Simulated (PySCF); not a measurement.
# C10H2: the cost of one run

Computed with PySCF 2.14.0, with density-fitted response routines of our own, on a single molecule, in the gas phase or a continuum. Atoms are numbered from 0 throughout.

## Step 1: The molecule as given

12 atoms, charge 0, multiplicity 1; geometry from: GFN2-xTB.

Bonds of the start (Å): C0–C1 1.21, C1–C2 1.35, C2–C3 1.22, C3–C4 1.33, C4–C5 1.22, C5–C6 1.33, C6–C7 1.22, C7–C8 1.35, C8–C9 1.21, C0–H10 1.05, C9–H11 1.05.

## Step 2: Relaxing the molecule at PBE0-D3(BJ)/def2-SVP

What the job is given:

```
{"job": {"xc": "PBE0", "basis": "def2-SVP", "d3": "d3bj", "grid": 2, "kind": "geom"}, "charge": 0, "multiplicity": 1}
C      0.000000     0.000000    -5.722880
C      0.000000     0.000000    -4.514620
C      0.000000     0.000000    -3.168410
C      0.000000     0.000000    -1.946520
C      0.000000     0.000000    -0.612220
C      0.000000     0.000000     0.612470
C      0.000000     0.000000     1.946720
C      0.000000     0.000000     3.168510
C      0.000000     0.000000     4.514510
C      0.000000     0.000000     5.722730
H      0.000000     0.000000    -6.771100
H      0.000000     0.000000     6.770800
```

Q: Estimate the wall time of this first job on 8 threads of AMD EPYC 7R43 (Zen 3), shared host.

About 54 s.
